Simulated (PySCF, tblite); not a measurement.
# C2H10AsOSi2 radical: geometry, infrared bands and EPR parameters

What infrared bands and EPR parameters should C2H10AsOSi2 radical (`CO[Si]([AsH2])C[SiH3]`) show?

The runs use tblite 0.8.0 and PySCF 2.14.0, with density-fitted response routines of our own; the level of theory stands in each step. All values are computed, except where a source is named. Atoms are numbered from 0 throughout.

## Step 1: Starting geometry

16 atoms, charge 0, multiplicity 2; geometry from: force field or distance geometry start.

Bonds of the start (Å): C0–O1 1.41, O1–Si2 1.72, Si2–As3 2.24, Si2–C4 1.83, C4–Si5 1.85, C0–H6 1.11, C0–H7 1.09, C0–H8 1.12, As3–H9 1.52, As3–H10 1.54, C4–H11 1.12, C4–H12 1.11, Si5–H13 1.48, Si5–H14 1.47, Si5–H15 1.48.

## Step 2: Geometry optimisation with GFN2-xTB

What the job is given:

```
{"job": {"kind": "relax", "xc": "GFN2-xTB", "basis": "xTB"}, "charge": 0, "multiplicity": 2}
C     -2.535800    -0.924600    -0.053800
O     -2.095700     0.278600    -0.644100
Si    -0.525900     0.532200     0.004800
As    -0.107600     2.566400     0.856900
C      0.816500    -0.311100    -0.914600
Si     2.207100    -0.867800     0.168700
H     -3.640400    -0.874900     0.015600
H     -2.153600    -1.730900    -0.681100
H     -2.050700    -0.952100     0.955200
H      0.004200     3.754800    -0.086500
H      0.722500     2.644300     2.155900
H      0.369800    -1.241000    -1.362400
H      1.193600     0.270600    -1.778000
H      3.470800    -0.464800    -0.479300
H      2.134500    -0.329700     1.532000
H      2.183100    -2.341200     0.299400
```

Run with:

```console
> OMP_NUM_THREADS=1 python probes_run.py task.json out
```

One launch serves the whole session: the jobs run in the order shown.

Log:

```text
step      E/eV     max force
  0    -521.37068    3.190
  1    -521.73639    3.247
  2    -522.40479    2.874
  3    -522.85056    2.949
  4    -523.13881    1.561
  5    -523.27808    0.930
  6    -523.36270    0.859
  7    -523.42714    0.821
  8    -523.47674    0.593
  9    -523.50214    0.404
 10    -523.52071    0.470
 11    -523.54322    0.542
 12    -523.56819    0.646
 13    -523.59475    0.554
 14    -523.61859    0.443
 15    -523.63634    0.345
 16    -523.65432    0.455
 17    -523.67871    0.605
 18    -523.70641    0.532
 19    -523.73292    0.407
 20    -523.75708    0.445
 21    -523.78570    0.460
 22    -523.82047    0.651
 23    -523.85355    0.646
 24    -523.88001    0.415
 25    -523.89736    0.295
 26    -523.90662    0.327
 27    -523.91923    0.317
 28    -523.93170    0.268
 29    -523.94158    0.201
 30    -523.94734    0.159
 31    -523.95298    0.170
 32    -523.95836    0.167
 33    -523.96255    0.141
 34    -523.96522    0.120
 35    -523.96763    0.133
 36    -523.97035    0.150
 37    -523.97326    0.140
 38    -523.97548    0.109
 39    -523.97676    0.100
 40    -523.97759    0.067
 41    -523.97837    0.065
 42    -523.97918    0.058
 43    -523.97997    0.066
 44    -523.98091    0.092
 45    -523.98220    0.101
 46    -523.98370    0.077
 47    -523.98498    0.076
 48    -523.98592    0.071
 49    -523.98681    0.071
 50    -523.98786    0.068
 51    -523.98890    0.067
 52    -523.98968    0.055
 53    -523.99019    0.052
 54    -523.99066    0.050
 55    -523.99125    0.065
 56    -523.99196    0.074
 57    -523.99284    0.070
 58    -523.99403    0.088
 59    -523.99569    0.094
 60    -523.99762    0.099
 61    -523.99946    0.102
 62    -524.00089    0.094
 63    -524.00192    0.078
 64    -524.00310    0.079
 65    -524.00462    0.094
 66    -524.00606    0.109
 67    -524.00736    0.092
 68    -524.00856    0.092
 69    -524.01018    0.073
 70    -524.01163    0.078
 71    -524.01310    0.067
 72    -524.01388    0.069
 73    -524.01438    0.053
 74    -524.01485    0.055
 75    -524.01549    0.066
 76    -524.01625    0.086
 77    -524.01696    0.073
 78    -524.01756    0.066
 79    -524.01845    0.098
 80    -524.01998    0.140
 81    -524.02231    0.177
 82    -524.02481    0.147
 83    -524.02665    0.109
 84    -524.02635    0.209
 85    -524.02915    0.098
 86    -524.03044    0.084
 87    -524.03414    0.079
 88    -524.03516    0.123
 89    -524.03698    0.128
 90    -524.04119    0.121
 91    -524.04686    0.154
 92    -524.05096    0.239
 93    -524.04050    0.376
 94    -524.05705    0.133
 95    -524.05916    0.093
 96    -524.06225    0.104
 97    -524.06326    0.079
 98    -524.06491    0.092
 99    -524.06593    0.081
100    -524.06687    0.080
101    -524.06763    0.071
102    -524.06823    0.053
103    -524.06874    0.050
104    -524.06908    0.039
105    -524.06938    0.027
106    -524.06964    0.032
107    -524.06987    0.048
108    -524.07013    0.045
109    -524.07046    0.041
110    -524.07080    0.029
111    -524.07103    0.027
112    -524.07115    0.029
113    -524.07121    0.021
114    -524.07128    0.021
115    -524.07138    0.024
116    -524.07156    0.037
117    -524.07181    0.041
118    -524.07208    0.033
119    -524.07231    0.035
120    -524.07253    0.034
121    -524.07276    0.036
122    -524.07302    0.036
123    -524.07330    0.042
124    -524.07361    0.049
125    -524.07405    0.057
126    -524.07476    0.068
127    -524.07583    0.089
128    -524.07656    0.155
129    -524.07816    0.076
130    -524.07914    0.063
131    -524.08020    0.079
132    -524.08078    0.073
133    -524.08155    0.068
134    -524.08221    0.106
135    -524.08266    0.083
136    -524.08331    0.069
137    -524.08381    0.071
138    -524.08438    0.051
139    -524.08493    0.055
140    -524.08556    0.048
141    -524.08611    0.056
142    -524.08663    0.085
143    -524.07865    0.335
144    -524.08726    0.070
145    -524.08772    0.067
146    -524.08546    0.268
147    -524.08964    0.056
148    -524.09075    0.051
149    -524.08542    0.349
150    -524.09291    0.057
151    -524.09436    0.061
152    -524.09433    0.319
153    -524.09944    0.068
154    -524.10204    0.072
155    -524.10574    0.288
156    -524.11027    0.076
157    -524.11240    0.073
158    -524.11416    0.140
159    -524.11494    0.060
160    -524.11535    0.053
161    -524.11602    0.037
162    -524.11626    0.057
163    -524.11650    0.053
164    -524.11672    0.032
165    -524.11718    0.035
166    -524.11748    0.043
167    -524.11770    0.036
168    -524.11792    0.035
169    -524.11814    0.032
170    -524.11834    0.038
171    -524.11862    0.044
172    -524.11898    0.041
173    -524.11937    0.049
174    -524.11976    0.044
175    -524.12019    0.041
176    -524.12076    0.052
177    -524.12149    0.061
178    -524.12230    0.071
179    -524.12310    0.076
180    -524.12404    0.075
181    -524.12516    0.098
182    -524.12621    0.097
183    -524.12641    0.122
184    -524.12759    0.064
185    -524.12815    0.047
186    -524.12924    0.072
187    -524.12988    0.091
188    -524.13092    0.084
189    -524.13220    0.075
190    -524.13329    0.098
191    -524.13424    0.092
192    -524.13545    0.094
193    -524.13636    0.069
194    -524.13722    0.074
195    -524.13768    0.066
196    -524.13818    0.043
197    -524.13856    0.060
198    -524.13884    0.042
199    -524.13926    0.036
200    -524.13957    0.026
201    -524.13971    0.036
202    -524.13984    0.022
203    -524.13991    0.021
204    -524.13998    0.018
205    -524.14003    0.020
206    -524.14012    0.022
207    -524.14021    0.025
208    -524.14036    0.028
209    -524.14055    0.038
210    -524.14077    0.033
211    -524.14095    0.027
212    -524.14110    0.030
213    -524.14119    0.039
214    -524.14131    0.028
215    -524.14139    0.021
216    -524.14147    0.020
217    -524.14156    0.023
218    -524.14165    0.023
219    -524.14175    0.017
220    -524.14182    0.015
221    -524.14187    0.022
222    -524.14192    0.016
223    -524.14198    0.020
224    -524.14207    0.021
225    -524.14217    0.017
226    -524.14222    0.018
227    -524.14228    0.017
228    -524.14232    0.014
229    -524.14236    0.011
230    -524.14238    0.010
```

Run time: 1.9 s. Hardware: 1 thread of Arm Neoverse V1, shared host; peak memory 0.17 GiB.

Relaxation path: (not every step is listed)

```csv
step,energy from step 0 (eV),largest force (eV/Å)
0,0.0000,3.1897
1,-0.3657,3.2474
2,-1.0341,2.8741
3,-1.4799,2.9494
4,-1.7681,1.5612
5,-1.9074,0.9302
6,-1.9920,0.8588
7,-2.0565,0.8207
8,-2.1061,0.5932
29,-2.5709,0.2007
50,-2.6172,0.0680
71,-2.6424,0.0674
92,-2.6803,0.2390
113,-2.7005,0.0210
134,-2.7115,0.1058
155,-2.7351,0.2880
176,-2.7501,0.0525
197,-2.7679,0.0602
218,-2.7710,0.0226
225,-2.7715,0.0167
226,-2.7715,0.0181
227,-2.7716,0.0171
228,-2.7716,0.0137
229,-2.7717,0.0114
230,-2.7717,0.0100
```

Close pairs (by a distance rule), those that changed most:

```csv
bond,before (Å),after (Å),change (Å)
Si2–C4,1.833,1.936,+0.104
Si2–As3,2.245,2.346,+0.101
O1–Si2,1.717,1.655,-0.062
C4–Si5,1.849,1.897,+0.048
As3–H10,1.544,1.501,-0.043
C4–H11,1.125,1.090,-0.034
C0–H8,1.120,1.094,-0.026
C0–O1,1.411,1.389,-0.022
```

The next job starts from the end point, and lists it.

## Step 3: Harmonic vibrations with GFN2-xTB

What the job is given:

```
{"job": {"kind": "ir", "xc": "GFN2-xTB", "basis": "xTB"}, "charge": 0, "multiplicity": 2}
C     -2.734041    -0.600398    -0.448449
O     -1.869012     0.399580    -0.023143
Si    -0.431376     0.239453     0.781063
As     0.149424     2.510452     0.697725
C      0.692995    -0.936784    -0.268172
Si     2.509852    -0.395684    -0.332578
H     -3.523249    -0.143001    -1.046564
H     -2.209445    -1.343950    -1.054773
H     -3.185036    -1.106982     0.409433
H      1.358735     2.255216     1.550116
H     -0.628769     2.817985     1.943413
H      0.639615    -1.957735     0.110393
H      0.290285    -0.965455    -1.284285
H      3.283245    -1.350450    -1.133921
H      2.600855     0.939550    -0.942772
H      3.048323    -0.352851     1.031101
```

Log:

```text
mode    cm-1     km/mol
  1      27.9      0.27
  2      70.2      0.30
  3      85.0      0.36
  4      94.2      0.65
  5     101.5      0.26
  6     115.3      1.83
  7     141.5      0.30
  8     178.0      2.71
  9     206.2      8.52
 10     259.7     14.46
 11     374.7      3.75
 12     484.2     21.59
 13     499.0     10.56
 14     644.0     60.14
 15     650.4     70.15
 16     657.9    120.51
 17     685.4     66.42
 18     717.6    119.15
 19     776.4    215.05
 20     782.8     29.47
 21     789.4    359.82
 22     792.5    210.83
 23     988.8     21.03
 24    1019.8    153.77
 25    1101.4     47.34
 26    1121.0    220.38
 27    1136.9      3.51
 28    1146.0     16.35
 29    1418.2      0.15
 30    1444.3      1.95
 31    1486.2      3.44
 32    1490.8      1.99
 33    1914.9    872.86
 34    1925.9    504.35
 35    2185.0    266.33
 36    2229.8    389.46
 37    2232.2    270.61
 38    2931.8     23.77
 39    2937.0     47.03
 40    2950.4     37.27
 41    2974.4     24.23
 42    2989.3     32.92
```

Run time: 0.66 s. Hardware: 1 thread of Arm Neoverse V1, shared host; peak memory 0.17 GiB.

Which atoms move in the most intense modes:

```csv
cm⁻¹,km/mol,atoms
776,215.1,"H15 38 %, H14 28 %, C4 17 %"
789,359.8,"H13 33 %, H15 30 %, H14 18 %, Si5 14 %"
1121,220.4,"O1 54 %, C0 41 %"
1915,872.9,"H10 75 %, H9 24 %"
1926,504.4,"H9 75 %, H10 24 %"
2185,266.3,H14 97 %
2230,389.5,"H15 81 %, H13 15 %"
2232,270.6,"H13 82 %, H15 16 %"
```

## Step 4: EPR parameters: B3LYP/def2-TZVP-core+pcH-1

Settings changed since step 3:

```diff
@@ -1,2 +1,2 @@
-{"job": {"kind": "ir", "xc": "GFN2-xTB", "basis": "xTB"}, "charge": 0, "multiplicity": 2}
+{"job": {"kind": "epr", "basis": "pcH-1"}, "charge": 0, "multiplicity": 2}
 C     -2.734041    -0.600398    -0.448449
```

With the program's defaults for keys left out, this is: UKS B3LYP, def2-TZVP-core on As, pcH-1 on C H O Si, non-relativistic, mean-field spin-orbit, GIAO.

Log:

```text
UKS, coarse grid
  cycle   1  E = -2972.25429145  |g| = 1.46e+00
  cycle   2  E = -2971.87808692  |g| = 1.25e+00
  cycle   3  E = -2972.22432325  |g| = 7.33e-01
  cycle   4  E = -2972.40464667  |g| = 1.22e-01
  cycle   5  E = -2972.40694994  |g| = 6.17e-02
  cycle   6  E = -2972.40842210  |g| = 1.49e-02
  cycle   7  E = -2972.40853824  |g| = 3.45e-03
  cycle   8  E = -2972.40854698  |g| = 1.19e-03
  cycle   9  E = -2972.40854681  |g| = 6.18e-04
UKS, final grid
  cycle   1  E = -2972.40857799  |g| = 6.75e-04
  cycle   2  E = -2972.40857766  |g| = 1.16e-03
  cycle   3  E = -2972.40857818  |g| = 1.10e-04
  cycle   4  E = -2972.40857819  |g| = 2.23e-05
E = -2972.40857819 Eh   <S^2> = 0.7523 (exact 0.7500)
g shifts (ppm)      1          2          3
  rmc          -172       -172       -172
  gc             43         48         82
  oz_so       -5502          8       3371
  total       -5630       -116       3281
hyperfine (MHz)  atom isotope    a_iso     a_fc   dipolar eigenvalues
    0   13C      -0.04      -0.05     -0.90     -0.50      1.40
    1   17O     -11.53     -11.36    -34.48     16.75     17.73
    2  29Si    -540.84    -541.27   -133.01     65.56     67.45
    3  75As     -50.84     -44.81    -55.79    -51.29    107.08
    4   13C      55.77      55.73     -7.48     -6.42     13.90
    5  29Si      -1.96      -1.96     -2.10      0.99      1.11
    6    1H       1.61       1.61     -1.67     -1.41      3.09
    7    1H       2.40       2.39     -1.96     -1.51      3.47
    8    1H       8.28       8.28     -2.61     -1.82      4.43
    9    1H      -1.51      -1.55     -3.73     -0.39      4.13
   10    1H      19.26      19.23     -3.70     -0.85      4.54
   11    1H       9.73       9.74     -5.58     -2.95      8.54
   12    1H      17.52      17.52     -4.76     -0.16      4.92
   13    1H       8.06       8.06     -0.95     -0.51      1.46
   14    1H      -0.31      -0.32     -1.38     -0.59      1.97
   15    1H      -0.62      -0.62     -1.40     -1.11      2.52
```

Wall time 4.7 min (1 thread of Arm Neoverse V1, shared host); peak memory 1.4 GiB.

Principal g values 1.99669, 2.00220, 2.00560; g(iso) = 2.00150, against 2.00232 for a free electron.

Hyperfine couplings; where a row names several nuclei, a(iso) is their mean (it holds for fast rotation or exchange) and the dipolar term the largest among them:

```csv
nuclei,isotope,a(iso) (MHz),"a(iso) (G, at g = 2.0023)",largest dipolar term (MHz)
Si2,29Si,-540.8,-193.0,-133.0
C4,13C,55.8,19.9,13.9
As3,75As,-50.8,-18.1,107.1
"H11, H12",1H,13.6,4.9,8.5
O1,17O,-11.5,-4.1,-34.5
"H9, H10",1H,8.9,3.2,4.5
"H6, H7, H8",1H,4.1,1.5,4.4
"H13, H14, H15",1H,2.4,0.8,2.5
Si5,29Si,-2.0,-0.7,-2.1
C0,13C,0.0,0.0,1.4
```

Mulliken spin populations:

C0 -0.01; O1 0.07; Si2 0.73; As3 0.13; C4 0.04; Si5 0.01; H6 0.00; H7 0.00; H8 0.01; H9 0.00; H10 0.00; H11 0.00; H12 0.01; H13 0.00; H14 0.00; H15 0.00

In first order the couplings over 0.8 MHz of 75As, 1H give 576 distinct lines over 77.4 G, if the averaged nuclei exchange fast; the same motion can average rows kept apart here too.

The fields below are evaluated on a grid from the run's orbitals.

ELF in a plane through or near 6 of the atoms.

Values, 10 rows by 14 columns:
```
0.00 0.00 0.00 0.00 0.00 0.00 0.00 0.00 0.00 0.00 0.00 0.00 0.00 0.00
0.00 0.00 0.00 0.00 0.00 0.01 0.07 0.25 0.14 0.00 0.00 0.00 0.00 0.00
0.00 0.00 0.00 0.01 0.29 0.45 0.45 0.91 0.69 0.02 0.00 0.00 0.00 0.00
0.00 0.00 0.00 0.01 0.68 0.92 0.52 0.22 0.13 0.04 0.00 0.00 0.00 0.00
0.00 0.00 0.01 0.10 0.16 0.02 0.52 0.48 0.55 0.87 0.14 0.09 0.01 0.00
0.00 0.00 0.06 0.25 0.34 0.41 0.59 0.47 0.25 0.52 0.23 0.93 0.20 0.00
0.00 0.00 0.47 0.98 0.57 0.55 0.84 0.96 0.02 1.00 0.90 0.07 0.00 0.00
0.00 0.00 0.81 1.00 0.98 0.03 0.08 0.11 0.00 0.28 0.16 0.00 0.00 0.00
0.00 0.00 0.00 0.01 0.01 0.00 0.00 0.00 0.00 0.00 0.00 0.00 0.00 0.00
0.00 0.00 0.00 0.00 0.00 0.00 0.00 0.00 0.00 0.00 0.00 0.00 0.00 0.00
```
The map spans 12.4 Å across and 12.1 Å up, centred on the molecule. Atoms in the plane (x, y in Å): C0 (2.8, -0.4), O1 (1.8, 0.5), As3 (-0.4, 2.5), Si5 (-2.4, -0.8), H7 (2.4, -1.4), H13 (-3.1, -2.1).

On the surface of density 0.002 e/bohr³ the electrostatic potential runs, from the 1st to the 99th percentile, from -1.00 V near O1 to 0.95 V near H13.

The spin density lies nearest to Si2 60 %; As3 14 %; O1 9 %.

## Step 5: Summary of results

| quantity | value |
| --- | --- |
| strongest single infrared mode (GFN2-xTB) | 1915 cm⁻¹, 873 km/mol |
| zero-point energy (GFN2-xTB) | 66.8 kcal/mol |
| g(iso) (B3LYP) | 2.00150 |
| ⟨S²⟩ | 0.752 (exact 0.75) |
| largest a(iso) (averaged by class) | 29Si on Si2, -540.8 MHz |
| potential on the surface of density 0.002 e/bohr³, 1st and 99th percentile | -1.00 V and 0.95 V |

Relaxing lowered the energy by 2.772 eV in 230 steps; the close pair that moved most is Si2–C4, from 1.833 to 1.936 Å. All 42 modes are real, so the xTB geometry is a minimum. The strongest single mode, at 1915 cm⁻¹, moves mainly H10. GFN2-xTB is a fitted tight-binding method: band positions and strengths are rough. Its intensities can rank the bands wrongly. Most of the unpaired spin sits on Si2 (0.73 e). The isotropic g lies 0.8 ppt below the free-electron value. The hyperfine terms hold no scalar relativity, which the heavier nuclei need. These values are for one conformer; the search (at its own cheap level) found 2 more, at 0.74, 3.79 kcal/mol, and measured spectra average over such forms.
